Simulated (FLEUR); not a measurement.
## SnSe2: equation of state with LDA (Moruzzi-Janak-Williams)

SnSe2:

```
Sn Se
1.0
     3.81100    0.00000    0.00000
    -1.90550    3.30042    0.00000
     0.00000    0.00000    6.13600
Sn Se
1 2
Cartesian
  0.0000 0.0000 0.0000
  1.9055 1.1001 4.6081
  0.0000 2.2003 1.5279
```

```yaml
Program: FLEUR MaX-R8.1 (later development tree)
Task: equation of state
Functional: LDA (Moruzzi-Janak-Williams)
Potentials_or_basis: all-electron
Basis: FLAPW
Kmax: 4.43 1/bohr
k_mesh: 8 × 8 × 5
Occupations: fermi-dirac, width 0.05 eV
Spin: no spin polarisation
```

```json
{
  "Equilibrium volume": "26.06 Å³/atom",
  "Bulk modulus at fixed shape and positions": "69 GPa",
  "Pressure derivative of the bulk modulus": "4.8 (rough: it moves with the points fitted)"
}
```

Energy against volume, from the lowest point:
| volume (Å³/atom) | energy (meV/atom) |
| --- | --- |
| 24.182 | 32.78 |
| 24.697 | 16.12 |
| 25.726 | 0.00 |
| 26.755 | 2.78 |
| 27.270 | 10.03 |

Caveat: the cell was scaled at fixed shape and fractional positions, which overstates the stiffness of a crystal with free parameters, most of all of layers and chains.
